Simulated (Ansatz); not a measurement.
Write a Python script for Ansatz 0.2.0, Python API that makes a rigid scan of one bond length of ClH₂O₂Si, SMILES [O][SiH](O)Cl. Use (for the species named): B3LYP, 6-31G* basis, multiplicity 2.

```yaml
atoms:
  - { symbol: O, position_ang: [0.6675, -1.4231, -0.9697] }
  - { symbol: Si, position_ang: [-0.1043, 0.0287, -0.3194] }
  - { symbol: O, position_ang: [-0.0586, -0.0362, 1.3808] }
  - { symbol: Cl, position_ang: [-2.0276, 0.1540, -0.9277] }
  - { symbol: H, position_ang: [0.6233, 1.2140, -0.8124] }
  - { symbol: H, position_ang: [0.9418, -0.0014, 1.6022] }
```

The script, `clh2o2si_scan.py`:
```python
"""Potential curve of ClH2O2Si along one bond."""

import warnings

import ansatz
from ase import Atoms
import numpy as np


def main() -> None:
    warnings.simplefilter("ignore", ansatz.DeckWarning)

    atoms = Atoms(["O", "Si", "O", "Cl", "H", "H"], positions=[
        [0.6675, -1.4231, -0.9697],
        [-0.1043, 0.0287, -0.3194],
        [-0.0586, -0.0362, 1.3808],
        [-2.0276, 0.154, -0.9277],
        [0.6233, 1.214, -0.8124],
        [0.9418, -0.0014, 1.6022],
    ])
    clh2o2si = ansatz.Crystal.molecule_from_ase(atoms)

    symbols = [site.symbol for site in clh2o2si.cartesian_sites]
    start = np.array([site.position_ang for site in clh2o2si.cartesian_sites])
    axis = (start[0] - start[1]) / np.linalg.norm(start[0] - start[1])
    moving = [0]
    lengths, energies = [1.556, 1.627, 1.697, 1.768, 1.839, 1.91, 1.98, 2.086], []
    for length in lengths:
        xyz = start.copy()
        xyz[moving] += (length - np.linalg.norm(start[0] - start[1])) * axis
        point = ansatz.Crystal.molecule()
        for symbol, place in zip(symbols, xyz):
            point = point.atom(symbol, place.tolist())
        base = (
            point.calculation()
            .basis(gaussian="6-31G*")
            .functional("b3lyp")
            .spin("collinear", total=1)
        )
        summary = base.run().report
        energies.append(summary["free_energy_ev"])
        print(f"r = {length:6.3f} A  E = {energies[-1]:.5f} eV  <S^2> = {abs(summary['mean_field']['state']['spin_squared']):.3f}")

    # quartic fit about the minimum
    fit = np.polynomial.Polynomial.fit(lengths, np.array(energies) - min(energies), 4).convert()
    roots = [r.real for r in fit.deriv().roots() if abs(r.imag) < 1e-9 and fit.deriv(2)(r.real) > 0]
    r_e = min(roots, key=lambda r: abs(r - lengths[int(np.argmin(energies))]))
    print(f"minimum of the fit at {r_e:.4f} A, force constant {fit.deriv(2)(r_e):.2f} eV/A^2")


if __name__ == "__main__":
    main()
```

```console
$ python clh2o2si_scan.py
r =  1.556 A  E = -24527.42950 eV  <S^2> = 0.753
r =  1.627 A  E = -24527.63054 eV  <S^2> = 0.753
r =  1.697 A  E = -24527.65845 eV  <S^2> = 0.753
r =  1.768 A  E = -24527.56659 eV  <S^2> = 0.753
r =  1.839 A  E = -24527.39183 eV  <S^2> = 0.753
r =  1.910 A  E = -24527.16198 eV  <S^2> = 0.753
r =  1.980 A  E = -24526.90121 eV  <S^2> = 0.754
r =  2.086 A  E = -24526.47234 eV  <S^2> = 0.756
minimum of the fit at 1.6763 A, force constant 26.88 eV/A^2
```

The settings weren't tested for convergence. The rest of the molecule is held rigid at a force-field or estimated start geometry, and the basis set is modest; single-reference methods fail as a bond breaks. The run takes the species as open-shell (spin multiplicity 2), which needn't be its ground state. b3lyp holds the VWN-RPA fit, as in Gaussian; the form of ORCA and Turbomole is b3lyp5. Wall time of the script: 66 s on 1 thread of Arm Neoverse V2, on a shared host, peak memory 0.27 GiB.
